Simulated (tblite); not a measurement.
# C7H13NSi: the cost of one run

The runs use tblite 0.8.0 and PySCF 2.14.0, with density-fitted response routines of our own; the level of theory stands in each step. All values are computed, except where a source is named. Atoms count from 0, in the outputs and in this text.

### Step 1. The starting structure

22 atoms, charge 0, multiplicity 1; geometry from: force field or distance geometry start.

Bonds of the start (Å): C0–C1 1.32, C1–C2 1.48, C2–C3 1.51, C3–C4 1.52, C4–C5 1.32, C5–C6 1.48, C6–Si7 1.88, Si7–N8 1.77, C4–C1 1.48, C0–H9 1.11, C0–H10 1.07, C2–H11 1.12, C2–H12 1.10, C3–H13 1.10, C3–H14 1.09, C5–H15 1.11, C6–H16 1.10, C6–H17 1.12, Si7–H18 1.47, Si7–H19 1.47, N8–H20 1.03, N8–H21 1.04.

### Step 2. Relaxing the molecule with GFN2-xTB

Job settings and geometry (Å):

```
{"job": {"kind": "relax", "xc": "GFN2-xTB", "basis": "xTB"}, "charge": 0, "multiplicity": 1}
C     -2.381300     1.085100     1.732800
C     -2.044900     0.446800     0.621900
C     -2.724300     0.047500    -0.632600
C     -1.365800     0.015200    -1.287600
C     -0.819000    -0.205100     0.115600
C      0.273500    -0.735700     0.628400
C      1.343900    -1.312800    -0.212600
Si     3.009100    -0.479500     0.008400
N      2.862500     1.126400    -0.712100
H     -3.421800     1.459300     1.826200
H     -1.695200     1.253400     2.540000
H     -3.199700    -0.961400    -0.489900
H     -3.457400     0.761400    -1.033800
H     -1.042300     1.008400    -1.636100
H     -1.176400    -0.831400    -1.945200
H      0.331400    -0.709500     1.737900
H      1.063300    -1.157700    -1.269300
H      1.415100    -2.416200    -0.005400
H      3.421700    -0.468600     1.416700
H      3.987100    -1.251200    -0.776600
H      3.654100     1.743400    -0.503700
H      1.956000     1.601500    -0.524500
```

Started as:

```console
$ OMP_NUM_THREADS=1 python probes_run.py task.json out
```

This one command runs all jobs of the session in turn.

Q: Estimate the wall time and peak memory of this first job on 1 thread of Arm Neoverse V1, shared host.

About 1.1 s, with a peak of 0.18 GiB.
